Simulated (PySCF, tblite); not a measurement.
# C₅H₇F₃GeS: geometry, infrared bands and NMR shifts

Aim: predict the infrared bands and NMR shifts of C₅H₇F₃GeS (`FC(F)(F)[C@H](S)C#C[CH2][GeH3]`).

Programs: tblite 0.8.0 and PySCF 2.14.0, with density-fitted response routines of our own. Each step states its level of theory. These are calculated values for one molecule in the gas phase, unless marked as measured. Atoms count from 0, in the outputs and in this text.

## 1. Starting geometry

17 atoms, charge 0, multiplicity 1; geometry from: force field or distance geometry start.

Bonds of the start (Å): F0–C1 1.38, C1–F2 1.38, C1–F3 1.38, C1–C4 1.52, C4–S5 1.84, C4–C6 1.48, C6–C7 1.22, C7–C8 1.46, C8–Ge9 1.91, C4–H10 1.10, S5–H11 1.41, C8–H12 1.12, C8–H13 1.11, Ge9–H14 1.54, Ge9–H15 1.56, Ge9–H16 1.57.

## 2. Geometry optimisation with GFN2-xTB

What the job is given:

```
{"job": {"kind": "relax", "xc": "GFN2-xTB", "basis": "xTB"}, "charge": 0, "multiplicity": 1}
F     -4.105800     0.492600     0.125100
C     -2.832300     0.386600     0.636800
F     -2.560100     1.609100     1.228000
F     -2.863700    -0.645600     1.548000
C     -1.873700     0.104400    -0.502800
S     -2.464600    -1.466200    -1.257700
C     -0.498500    -0.083600     0.017300
C      0.617800    -0.257600     0.464600
C      1.964500    -0.483100     0.994900
Ge     3.200900     0.750600     0.224000
H     -1.848000     0.893000    -1.263000
H     -1.853600    -2.487000    -0.495600
H      2.326700    -1.512100     0.743300
H      1.893000    -0.445500     2.097100
H      2.921500     2.242100     0.503500
H      3.366200     0.459900    -1.298900
H      4.602400     0.454500     0.875000
```

Run with:

```sh
$ OMP_NUM_THREADS=1 python probes_run.py task.json out
```

The driver reads the jobs from task.json and runs them one after another.

**Question.** This job is followed by: GFN2-xTB harmonic vibrations, gas phase; GIAO PBE0/pcSseg-1 NMR shielding, non-relativistic, gas phase. What will the session give for the following? strongest single infrared mode (GFN2-xTB); zero-point energy (GFN2-xTB); ¹³C shifts against TMS (PBE0/pcSseg-1); ¹H shifts against TMS (PBE0/pcSseg-1, means over atoms taken as alike); ¹⁹F shifts against CFCl3 (PBE0/pcSseg-1, means over atoms taken as alike); ³³S shifts against CS2 (PBE0/pcSseg-1); ⁷³Ge shifts against GeMe4 (PBE0/pcSseg-1).

As calculated:

| quantity | value |
| --- | --- |
| strongest single infrared mode (GFN2-xTB) | 2087 cm⁻¹, 439 km/mol |
| zero-point energy (GFN2-xTB) | 60.9 kcal/mol |
| ¹³C shifts against TMS (PBE0/pcSseg-1) | 134.0, 96.0, 78.5, 40.6, 0.3 ppm |
| ¹H shifts against TMS (PBE0/pcSseg-1, means over atoms taken as alike) | 3.72, 3.60, 2.73, 2.03, 2.02 ppm |
| ¹⁹F shifts against CFCl3 (PBE0/pcSseg-1, means over atoms taken as alike) | -86.7 ppm |
| ³³S shifts against CS2 (PBE0/pcSseg-1) | -6 ppm |
| ⁷³Ge shifts against GeMe4 (PBE0/pcSseg-1) | -220 ppm |

**Reading.** Relaxing lowered the energy by 0.573 eV in 64 steps; the close pair that moved most is S5–H11, from 1.413 to 1.332 Å. The lowest mode is slightly imaginary (8i cm⁻¹), a soft motion within the noise of the Hessian, so the minimum is not strictly shown. The strongest single mode, at 2087 cm⁻¹, moves mainly H16 and H15. Unscaled tight-binding wavenumbers are off by several per cent, some by more. Its intensities can rank the bands wrongly. At PBE0/pcSseg-1: Shielding is most anisotropic at S5 (span 516 ppm, paramagnetic term -545 ppm). Spin-orbit coupling is left out, which matters for shieldings and couplings at and beside the heavy atoms.
